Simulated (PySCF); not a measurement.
# HfF: from the state search to spectroscopic constants

One table from this session's results is given with a row withheld; the runs are named, their logs left out.

Computed with PySCF 2.14.0. Level: Hf def2-TZVPPD with ECP60, F def2-TZVPPD, scalar-relativistic core potentials.

The first run:

The job is set up so:

| Quantity | Value |
| --- | --- |
| atoms | Hf, F |
| charge | 0 |
| basis | Hf def2-TZVPPD with ECP60, F def2-TZVPPD |
| Hamiltonian | scalar-relativistic core potentials |
| basis functions | 99 |
| electrons treated | 21 |
| masses in u | 179.9465, 18.9984 |
| levels | PBE0, PBE, r²SCAN, r²SCAN0, MN15, B2PLYP, BHandHLYP, TPSS, ωB97X, HF, MP2, SCS-MP2, CCSD, CCSD(T) |
| grid | 80 radial by 434 angular points |
| occupations | held fixed by the projection of orbital angular momentum |
| dissociation limit | Hf + F, each in its ground configuration |
| starting distance in angstrom | 2.015 |
| values of 2S to try | 1, 3, 5 |

Run with:

```
$ OMP_NUM_THREADS=2 python dia.py task.json out
```

Among the steps run: Input; First curve: PBE0; Higher solutions at PBE0; PBE (GGA); r²SCAN; r²SCAN0 (hybrid meta-GGA); MN15 (hybrid meta-GGA); B2PLYP (double hybrid); BHandHLYP (global hybrid GGA); TPSS (meta-GGA); ωB97X; ROHF (mean field); MP2 and coupled cluster.

One table of the session follows, with a row left open; its other results are not shown here.

It belongs to the step «The curves together». Energy (eV) from each level's lowest point:

```
R (Å)   ROHF  ROHF-MP2  ROHF-SCS-MP2  ROHF-CCSD  ROHF-CCSD(T)
1.604  1.752     1.583         1.647        n/a           n/a
1.679  0.814     0.704         0.747      0.756         0.758
1.753      ?         ?             ?          ?             ?
1.809  0.079     0.052         0.063      0.065         0.066
1.865  0.000     0.000         0.000      0.000         0.000
1.921  0.015     0.037         0.027      0.027         0.026
1.996  0.141     0.188         0.166      0.166         0.164
2.089  0.413     0.482         0.448      0.451         0.447
2.201  0.833     0.920         0.876      0.883         0.876
2.350  1.458     1.559         1.503        n/a           n/a
```

**Question.** Estimate the row for R (Å) = 1.753.

Worked estimate for «ROHF». A straight line through the neighbours (1.679, 0.814) and (1.809, 0.079) gives 0.814 + (0.079 − 0.814) × (1.753 − 1.679) / (1.809 − 1.679) = 0.396; a parabola fitted to 4 rows on both sides gives 0.268.

**Answer.** ROHF: 0.283; ROHF-MP2: 0.224; ROHF-SCS-MP2: 0.248; ROHF-CCSD: 0.252; ROHF-CCSD(T): 0.253. In «ROHF» the line misses by +0.113 and the parabola by -0.015.

Caveats from the session: The state is the lowest single determinant that the PBE0 search found; with open d or f shells the true ground state can be another one.
